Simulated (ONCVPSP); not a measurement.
# Ni: the cost of one run

The numbers are computed with ONCVPSP 4.0.1.1 (patched build) (PBEsol, scalar-relativistic, spin-unpolarised reference atom).

**1. Starting point**

Typed settings, in words:

| Item | Value |
| --- | --- |
| element | nickel (Ni, Z = 28) |
| type | optimised norm-conserving Vanderbilt (ONCV) |
| frozen core | [Ne] |
| valence charge | 18 |
| reference configuration | 3s2 3p6 3d8 4s2 |
| partial waves | 3s+4s: rc 1.35 bohr, ncon 4, nbas 8, qcut 11 1/bohr, 2 projectors; 3p: rc 0.80 bohr, ncon 3, nbas 7, qcut 11.2 1/bohr, 2 projectors, debl 1.7 Ha; 3d: rc 1.65 bohr, ncon 4, nbas 8, qcut 11 1/bohr, 2 projectors, debl 2.8 Ha |
| local potential | polynomial inside 0.75 bohr (lpopt 4, dvloc0 -1 Ha) |
| core correction | Teter function, fcfact 2, rcfact 1.4 |

An earlier all-electron run gives the scale for the radii.

All-electron outer shells of the reference configuration (PBEsol, scalar-relativistic, ld1.x):

| shell | level (eV) | outermost node (bohr) | outermost maximum (bohr) |
| --- | --- | --- | --- |
| 2p | -844.17 | – | 0.16 |
| 3s | -110.78 | 0.30 | 0.64 |
| 3p | -71.25 | 0.27 | 0.65 |
| 3d | -8.90 | – | 0.63 |
| 4s | -5.66 | 0.92 | 2.24 |
| 4p | -1.19 | 1.00 | 3.14 |

**2. Generating the potential**

File Ni.dat:

```
# ATOM AND REFERENCE CONFIGURATION
# atsym  z   nc   nv     iexc    psfile
  Ni 28.00    3    4  -116133      upf
#
#   n    l    f
    1    0    2.00
    2    0    2.00
    2    1    6.00
    3    0    2.00
    3    1    6.00
    3    2    8.00
    4    0    2.00
#
# PSEUDOPOTENTIAL AND OPTIMIZATION
# lmax
    2
#
#   l,   rc,      ep,       ncon, nbas, qcut
    0    1.35    0.00    4    8   11.00
    1    0.80    0.00    3    7   11.20
    2    1.65    0.00    4    8   11.00
#
# LOCAL POTENTIAL
# lloc, lpopt,  rc(5),   dvloc0
    4    4    0.75   -1.00
#
# VANDERBILT-KLEINMAN-BYLANDER PROJECTORs
# l, nproj, debl
    0    2    0.80
    1    2    1.70
    2    2    2.80
#
# MODEL CORE CHARGE
# icmod, fcfact, rcfact
    3    2.00    1.40
#
# LOG DERIVATIVE ANALYSIS
# epsh1, epsh2, depsh
   -6.00    5.00    0.04
#
# OUTPUT GRID
# rlmax, drl
    6.00    0.01
#
# TEST CONFIGURATIONS
# ncnf
    4
# nvcnf
#   n    l    f
    4
    3    0    2.00
    3    1    6.00
    3    2    8.00
    4    0    1.00
#
    4
    3    0    2.00
    3    1    6.00
    3    2    8.00
    4    0    0.00
#
    4
    3    0    2.00
    3    1    6.00
    3    2    7.00
    4    0    0.00
#
    4
    3    0    2.00
    3    1    6.00
    3    2    8.50
    4    0    1.50
#
```

On the command line:

```console
$ oncvpsp.x < Ni.dat > Ni.out
```

**Question.** How long does this run take on 1 thread of Neoverse-N1, shared host?

About 5.8 s.
